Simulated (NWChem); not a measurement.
**CH7SiSn (SMILES [CH3][SnH][SiH3]) at 3 levels**

Aim: a comparison of 3 runs (UHF/STO-3G, UHF/3-21G, UHF/def2-TZVP) of CH7SiSn. 

Program for the calculation: NWChem 7.3.0.

### 1 The molecule

CH7SiSn has 10 atoms, charge 0, and is taken as a doublet. SMILES: `[CH3][SnH][SiH3]`. The shape is that of a PBE0-D4/def2-TZVP optimisation.

Bond lengths: C1–Sn2 2.159 Å, Sn2–Si3 2.574 Å, C1–H4 1.089 Å, C1–H5 1.092 Å, C1–H6 1.090 Å, Sn2–H7 1.725 Å, Si3–H8 1.487 Å, Si3–H9 1.488 Å, Si3–H10 1.491 Å. Some angles: C1–Sn2–Si3 112.1°, C1–Sn2–H7 107.8°, Si3–Sn2–H7 110.9°, Sn2–C1–H4 110.1°, Sn2–C1–H5 109.0°, Sn2–C1–H6 109.8°, Sn2–Si3–H8 109.7°, Sn2–Si3–H9 109.1°, Sn2–Si3–H10 112.6°, H4–C1–H5 109.3°.

### 2 Energy and gradient at UHF/STO-3G (run 1)

mymol.nw reads:

```
start mymol
title "CH7SiSn hf"
memory 2200 mb

geometry units angstroms noautosym nocenter noautoz
  C    -1.389000    1.225400   -0.644200
  Sn   -0.537200   -0.758200   -0.631000
  Si    1.360500   -0.986500    1.092800
  H    -1.765300    1.477000    0.346600
  H    -0.617500    1.942400   -0.930800
  H    -2.205400    1.271000   -1.364300
  H     0.034900   -1.097900   -2.222800
  H     1.912800   -2.366400    1.051100
  H     0.815800   -0.733800    2.453900
  H     2.473300   -0.024300    0.851700
end

basis spherical bse
  * library STO-3G
end

scf
  doublet
  uhf
  thresh 1e-08
  maxiter 80
  print medium
end

task scf gradient
```

On the command line:

```bash
$ nwchem mymol.nw > mymol.out
```

Standard output:

```text
[...]
  functions       =    48
[...]
  wavefunction    = UHF
[...]
         Total SCF energy =  -6290.378403692002
      One electron energy =  -9369.415199968673
      Two electron energy =   2745.078100933391
 Nuclear repulsion energy =    333.958695343279
                       Sz =      0.5000
                 Sz(Sz+1) =      0.7500
                      S^2 =      0.7547
[...]
                         UHF ENERGY GRADIENTS
    atom               coordinates                        gradient
                 x          y          z           x          y          z
   1 C      -2.624829   2.315670  -1.217361   -0.012246   0.018366   0.000319
   2 Sn     -1.015161  -1.432790  -1.192417   -0.014919  -0.000357   0.017257
   3 Si      2.570972  -1.864215   2.065093   -0.004872  -0.001046  -0.005479
   4 H      -3.335933   2.791125   0.654979   -0.000782  -0.003490   0.008623
   5 H      -1.166906   3.670604  -1.758957    0.010519   0.000130  -0.002875
   6 H      -4.167602   2.401842  -2.578153   -0.004692  -0.004763  -0.006266
   7 H       0.065951  -2.074730  -4.200483    0.009033  -0.007298  -0.028990
   8 H       3.614668  -4.471848   1.986291    0.009818  -0.030779  -0.003595
   9 H       1.541638  -1.386681   4.637199   -0.015537   0.006590   0.028157
  10 H       4.673859  -0.045920   1.609480    0.023677   0.022646  -0.007152
[...]
```

Run time: 9.9 s. Hardware: 1 thread of Intel Xeon 6975P-C (Granite Rapids), shared host; peak memory 0.093 GiB.

### 3 Energy and gradient at UHF/3-21G (run 2)

ch7sisn.nw reads:

```
START ch7sisn
TITLE "CH7SiSn gradient"
memory stack 880 mb heap 220 mb global 1100 mb

GEOMETRY units angstrom noautosym nocenter noautoz
C    -1.389000    1.225400   -0.644200
Sn   -0.537200   -0.758200   -0.631000
Si    1.360500   -0.986500    1.092800
H    -1.765300    1.477000    0.346600
H    -0.617500    1.942400   -0.930800
H    -2.205400    1.271000   -1.364300
H     0.034900   -1.097900   -2.222800
H     1.912800   -2.366400    1.051100
H     0.815800   -0.733800    2.453900
H     2.473300   -0.024300    0.851700
END

BASIS spherical bse
* library 3-21G
END

SCF
doublet
uhf
thresh 1e-08
maxiter 80
print low
END

TASK scf gradient
```

On the command line:

```bash
$ nwchem ch7sisn.nw > ch7sisn.out
```

Standard output:

```text
[...]
  functions       =    67
[...]
  wavefunction    = UHF
[...]
         Total SCF energy =  -6325.359118664411
      One electron energy =  -9394.224106594087
      Two electron energy =   2734.906292586397
 Nuclear repulsion energy =    333.958695343279
                       Sz =      0.5000
                 Sz(Sz+1) =      0.7500
                      S^2 =      0.7538
[...]
                         UHF ENERGY GRADIENTS
    atom               coordinates                        gradient
                 x          y          z           x          y          z
   1 C      -2.624829   2.315670  -1.217361    0.001970  -0.006909  -0.000637
   2 Sn     -1.015161  -1.432790  -1.192417    0.007171   0.004676   0.002643
   3 Si      2.570972  -1.864215   2.065093   -0.007463   0.000939  -0.006741
   4 H      -3.335933   2.791125   0.654979   -0.000703  -0.000973   0.005141
   5 H      -1.166906   3.670604  -1.758957    0.005520   0.001129  -0.001457
   6 H      -4.167602   2.401842  -2.578153   -0.003091  -0.001750  -0.003636
   7 H       0.065951  -2.074730  -4.200483   -0.002405   0.002321   0.006029
   8 H       3.614668  -4.471848   1.986291   -0.000536   0.000648  -0.000443
   9 H       1.541638  -1.386681   4.637199   -0.000215   0.000115  -0.000994
  10 H       4.673859  -0.045920   1.609480   -0.000249  -0.000197   0.000096
[...]
```

Run time: 11 s. Hardware: 1 thread of Intel Xeon 6975P-C (Granite Rapids), shared host; peak memory 0.099 GiB.

### 4 Energy and forces at UHF/def2-TZVP (core potential) (run 3)

ch7sisn.nw reads:

```
start ch7sisn
title "CH7SiSn"
memory total 2200 mb

geometry units angstroms noautosym nocenter noautoz
  C     -1.389000     1.225400    -0.644200
  Sn    -0.537200    -0.758200    -0.631000
  Si     1.360500    -0.986500     1.092800
  H     -1.765300     1.477000     0.346600
  H     -0.617500     1.942400    -0.930800
  H     -2.205400     1.271000    -1.364300
  H      0.034900    -1.097900    -2.222800
  H      1.912800    -2.366400     1.051100
  H      0.815800    -0.733800     2.453900
  H      2.473300    -0.024300     0.851700
end

basis spherical bse
  * library def2-TZVP
end

ecp bse
  Sn library def2-TZVP
end

scf
  nopen 1
  uhf
  thresh 1e-08
  maxiter 80
  noprint "final vectors analysis"
end

task scf gradient
```

On the command line:

```bash
$ nwchem ch7sisn.nw > ch7sisn.out
```

Standard output:

```text
[...]
  functions       =   160
[...]
  wavefunction    = UHF
[...]
         Total SCF energy =   -544.221789871408
      One electron energy =  -1179.731281872041
      Two electron energy =    461.318475055925
 Nuclear repulsion energy =    174.191016944708
                       Sz =      0.5000
                 Sz(Sz+1) =      0.7500
                      S^2 =      0.7573
[...]
                         UHF ENERGY GRADIENTS
    atom               coordinates                        gradient
                 x          y          z           x          y          z
   1 C      -2.624829   2.315670  -1.217361    0.001801  -0.004449   0.000457
   2 Sn     -1.015161  -1.432790  -1.192417    0.001980   0.001321   0.004800
   3 Si      2.570972  -1.864215   2.065093   -0.006417   0.001296  -0.005995
   4 H      -3.335933   2.791125   0.654979   -0.001384   0.000163   0.005136
   5 H      -1.166906   3.670604  -1.758957    0.004821   0.002675  -0.001584
   6 H      -4.167602   2.401842  -2.578153   -0.003798  -0.000879  -0.003883
   7 H       0.065951  -2.074730  -4.200483    0.000505   0.000082  -0.001029
   8 H       3.614668  -4.471848   1.986291    0.001040  -0.003433  -0.000352
   9 H       1.541638  -1.386681   4.637199   -0.001610   0.000616   0.003038
  10 H       4.673859  -0.045920   1.609480    0.003063   0.002608  -0.000589
[...]
```

It took 2.5 min on 1 thread of Intel Xeon 6975P-C (Granite Rapids), shared host; peak memory 0.12 GiB.

### 5 All runs side by side

```
run                           level  core potential   energy (Eh)  dipole moment (D)   ⟨S²⟩  largest force (eV/Å)  wall time
  1                      UHF/STO-3G               –  -6290.378404               0.97  0.755                 1.724      9.9 s
  2                       UHF/3-21G               –  -6325.359119                  –  0.754                 0.519       11 s
  3  UHF/def2-TZVP (core potential)       def2-TZVP   -544.221790               0.71  0.757                 0.456    2.5 min
```

### 6 Summary of results

```
                       quantity          value
            run 3: total energy  -544.22179 Eh
           run 3: dipole moment         0.71 D
                    run 3: ⟨S²⟩          0.757
run 3: largest force on an atom     0.456 eV/Å
```

What this shows: Some runs of one species differ in core potentials or relativity; totals across that change don't compare. In run 1 the basis is minimal, so the values are rough. In runs 1, 2 relativity is left out where basis or elements ask for it. All runs together took 2.9 min, the longest 2.5 min.
